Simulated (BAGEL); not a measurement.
# GaSiH5S (SMILES [SiH3][GaH][SH]) at HF/3-21G (density fitting with qzvpp-jkfit)

Aim: the electronic atomisation energy of GaSiH5S at HF/3-21G (density fitting with qzvpp-jkfit), from 5 runs. 

Program for the calculation: BAGEL 1.2.2.

24 further runs of the same task are left out: 4 that didn't finish, 20 set aside as unsound or not needed.

### 1 Starting point

The species is GaSiH5S (8 atoms), meant as a singlet with charge 0. As SMILES, `[SiH3][GaH][SH]`. Geometry: a GFN2-xTB relaxation, a rough one for these elements and not checked as a minimum. This is one conformer, not always the lowest.

Bond lengths: Si1–Ga2 2.420 Å, Ga2–S3 2.239 Å, Si1–H4 1.478 Å, Si1–H5 1.472 Å, Si1–H6 1.470 Å, Ga2–H7 1.616 Å, S3–H8 1.333 Å. Angles: Si1–Ga2–S3 125.1°, Si1–Ga2–H7 126.7°, S3–Ga2–H7 108.3°, Ga2–Si1–H4 108.0°, Ga2–Si1–H5 112.1°, Ga2–Si1–H6 112.3°, Ga2–S3–H8 92.9°, H4–Si1–H5 107.6°, H4–Si1–H6 107.9°, H5–Si1–H6 108.7°.

### 2 The energy at HF/3-21G (density fitting with qzvpp-jkfit)

Contents of job.json:

```json
{ "bagel" : [

{
  "title" : "molecule",
  "basis" : "3-21g",
  "df_basis" : "qzvpp-jkfit",
  "angstrom" : true,
  "geometry" : [
    { "atom" : "Si", "xyz" : [   -0.779950,    0.905280,   -0.704400 ] },
    { "atom" : "Ga", "xyz" : [    0.908330,   -0.062100,    0.734600 ] },
    { "atom" : "S", "xyz" : [    1.161860,   -2.252020,    1.128710 ] },
    { "atom" : "H", "xyz" : [   -1.736630,   -0.161580,   -1.068390 ] },
    { "atom" : "H", "xyz" : [   -0.206750,    1.435250,   -1.952540 ] },
    { "atom" : "H", "xyz" : [   -1.531460,    1.978870,   -0.038070 ] },
    { "atom" : "H", "xyz" : [    2.034010,    0.737720,    1.574440 ] },
    { "atom" : "H", "xyz" : [    0.150580,   -2.581430,    0.325670 ] }
  ]
},
{
  "title" : "hf"
},
{
  "title" : "print",
  "file" : "orbitals.molden",
  "orbitals" : true
}

]}
```

Started as:

```bash
$ BAGEL_NUM_THREADS=1 BAGEL job.json > job.out
```

Output:

```text
* using 1 threads per process

  ===============================================================
  ===============================================================

  *** Geometry ***

  { "atom" : "Si", "xyz" : [     -1.473892,      1.710731,     -1.331123 ] },
  { "atom" : "Ga", "xyz" : [      1.716495,     -0.117352,      1.388193 ] },
  { "atom" : "S", "xyz" : [      2.195597,     -4.255701,      2.132953 ] },
  { "atom" : "H", "xyz" : [     -3.281755,     -0.305342,     -2.018964 ] },
  { "atom" : "H", "xyz" : [     -0.390701,      2.712229,     -3.689766 ] },
  { "atom" : "H", "xyz" : [     -2.894040,      3.739522,     -0.071942 ] },
  { "atom" : "H", "xyz" : [      3.843722,      1.394089,      2.975260 ] },
  { "atom" : "H", "xyz" : [      0.284555,     -4.878196,      0.615427 ] },

  Number of auxiliary basis functions:      612

  Since a DF basis is specified, we compute 2- and 3-index integrals:
    o Being stored without compression. Storage requirement is 0.016 GB

  Number of basis functions:       58
  Number of electrons      :       66

    * METHOD: MOLECULE                             0.24

  *** RHF ***

  === Nuclear Repulsion ===
   307.2694076082

      * DIIS with orbital gradients will be used.

  === RHF iteration (3-21g) ===
      0      -2599.65209685          0.00884233           0.07
      1      -2599.70202462          0.00279497           0.07
      2      -2599.70720606          0.00080939           0.06
      3      -2599.70780323          0.00010816           0.07
      4      -2599.70781872          0.00002454           0.06
      5      -2599.70781960          0.00000711           0.07
      6      -2599.70781968          0.00000171           0.09
      7      -2599.70781968          0.00000047           0.08
      8      -2599.70781968          0.00000014           0.07
      9      -2599.70781968          0.00000006           0.07
     10      -2599.70781968          0.00000001           0.07
     11      -2599.70781968          0.00000000           0.06
    * SCF iteration converged.

    * Permanent dipole moment:
           (    0.526032,    -0.726064,     0.507188) a.u.

    * METHOD: HF                                   1.02

    * METHOD: PRINT                                0.00

  ===============================================================
```

Run time: 1.6 s. Hardware: 1 thread of Intel Xeon 6975P-C (Granite Rapids), shared host; peak memory 0.12 GiB.

### 3 The Ga atom at the same level

Contents of hf.json:

```json
{ "bagel": [

{
  "title": "molecule",
  "basis": "3-21g",
  "df_basis": "qzvpp-jkfit",
  "angstrom": true,
  "geometry": [
    { "atom": "Ga", "xyz": [    0.000000,    0.000000,    0.000000 ] }
  ]
},
{
  "title": "uhf",
  "nopen": 1
},
{
  "title": "print",
  "file": "orbitals.molden",
  "orbitals": true
}

]}
```

Run the same way, it converges to -1913.78932 Eh (log not shown).

### 4 The H atom, same level

Contents of job.json:

```json
{ "bagel": [

{
  "title": "molecule",
  "basis": "3-21g",
  "df_basis": "qzvpp-jkfit",
  "angstrom": true,
  "geometry": [
    { "atom": "H", "xyz": [       0.000000,       0.000000,       0.000000 ] }
  ]
},

{ "title": "uhf", "nopen": 1 },

{ "title": "print", "file": "orbitals.molden", "orbitals": true }

]}
```

Run the same way, it converges to -0.49620 Eh (log not shown).

### 5 The S atom, same level

Contents of calc.json:

```json
{ "bagel": [

{
  "title": "molecule",
  "basis": "3-21g",
  "df_basis": "qzvpp-jkfit",
  "angstrom": true,
  "geometry": [
    { "atom": "S", "xyz": [    0.000000,    0.000000,    0.000000 ] }
  ]
},
{ "title": "uhf", "nopen": 2 },
{ "title": "print", "file": "orbitals.molden", "orbitals": true }

]}
```

Run the same way, it converges to -395.55134 Eh (log not shown).

### 6 The Si atom

Contents of job.json:

```json
{ "bagel" : [

{
  "title" : "molecule",
  "basis" : "3-21g",
  "df_basis" : "qzvpp-jkfit",
  "angstrom" : true,
  "geometry" : [
    { "atom" : "Si", "xyz" : [       0.000000,       0.000000,       0.000000 ] }
  ]
},

{ "title" : "uhf", "nopen" : 2 },

{ "title" : "print", "file" : "orbitals.molden", "orbitals" : true }

]}
```

Run the same way, it converges to -287.34439 Eh (log not shown).

### 7 Results

At HF/3-21G (density fitting with qzvpp-jkfit):

| quantity | value |
| --- | --- |
| molecule: total energy | -2599.70782 Eh |
| molecule: dipole moment | 2.62 D |
| molecule: HOMO energy | -10.46 eV |
| molecule: LUMO energy | 0.74 eV |
| molecule: HOMO–LUMO gap | 11.20 eV |
| Ga atom: total energy | -1913.78932 Eh |
| Ga atom: dipole moment | 0.00 D |
| Ga atom: ⟨S²⟩ | 0.750 |
| H atom: total energy | -0.49620 Eh |
| H atom: dipole moment | 0.00 D |
| H atom: ⟨S²⟩ | 0.750 |
| S atom: total energy | -395.55134 Eh |
| S atom: dipole moment | 0.00 D |
| S atom: ⟨S²⟩ | 2.001 |
| Si atom: total energy | -287.34439 Eh |
| Si atom: dipole moment | 0.00 D |
| Si atom: ⟨S²⟩ | 2.000 |
| electronic atomisation energy | 14.743 eV |

Taking the molecule apart into free atoms costs 14.74 eV (1422 kJ/mol), before zero-point energy and without spin-orbit coupling. Hartree–Fock lacks the correlation of the bonding pairs, which as a rule makes this value much too low; in minimal bases other errors can mask that. The basis has no polarisation functions, which makes bonds too weak.
